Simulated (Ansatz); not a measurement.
Consider a test of the smearing width of ZrB, space group Fm-3m (Ansatz 0.2.0 through its Python package).

`smear.py`:
```python
# -*- coding: utf-8 -*-
'''How the energy of ZrB depends on the smearing.'''

import csv
import warnings

import ansatz as az
import numpy as np

warnings.simplefilter('ignore', az.DeckWarning)

vectors = np.array([
    [0.0, 2.456321, 2.456321],
    [2.456321, 0.0, 2.456321],
    [2.456321, 2.456321, 0.0],
])
crystal = (
    az.Lattice.of(vectors)
    .atom('Zr', (0.5, 0.5, 0.5))
    .atom('B', (0.0, 0.0, 0.0))
)

job = (
    crystal.calculation()
    .accuracy('low')
    .scf(tolerance=1e-05)
    .functional('mr2scan')
    .basis(380)
    .kpoints(spacing=0.29)
)

rows = []
for value in [0.25, 0.15, 0.1, 0.05, 0.025]:
    r = job.occupations('gaussian', width=value).run().report
    rows.append((value, r['free_energy_ev'] / len(r['lattice']['sites']), r['n_iterations'], r['n_kpoints']))

with open('smear.csv', 'w', newline='') as handle:
    writer = csv.writer(handle)
    writer.writerow(['width (eV)', 'F/atom (eV)', 'iterations', 'k-points'])
    writer.writerows([round(v, 5) if isinstance(v, float) else v for v in row] for row in rows)

# the last row is the reference
for row in rows[:-1]:
    shift = 1000 * (row[1] - rows[-1][1])
    print(f'{row[0]}: {shift:+.2f} meV/atom' + ('  (within 1 meV)' if abs(shift) < 1 else ''))
```

How much does the free energy per atom change between the narrowest and the widest smearing, and why?

Going from 0.025 to 0.25 eV changes F by -8.7 meV an atom. With this scheme F falls roughly as the square of the width; the report's estimate for zero width (energy_sigma0_ev) moves by only +0.3 meV.

The run itself:

```console
$ python smear.py
0.25: -8.67 meV/atom
0.15: -2.97 meV/atom
0.1: -1.18 meV/atom
0.05: -0.16 meV/atom  (within 1 meV)
```

`smear.csv`, as written:
```csv
width (eV),F/atom (eV),iterations,k-points
0.25,-2176.23265,6,29
0.15,-2176.22695,6,29
0.1,-2176.22515,6,29
0.05,-2176.22414,6,29
0.025,-2176.22398,6,29
```

Caveats:
- The cutoff lies under the one recommended for these potentials.
- The free energy holds a sizeable smearing term, which stands for no physical temperature.
- The narrowest width needs the finest mesh, so the last row is no converged reference.
- The structure comes from a database of computed cells and needn't be a stable or known phase.
- The script silences the warnings on its input, which a real study should read.
- The whole script took 4.4 s on 1 thread of Arm Neoverse V2, on a shared host, peak memory 0.35 GiB.

(A comment or docstring line of the script was reworded after the run, the code is as it ran; lines on the test bed's own set-up are left out of the output.)
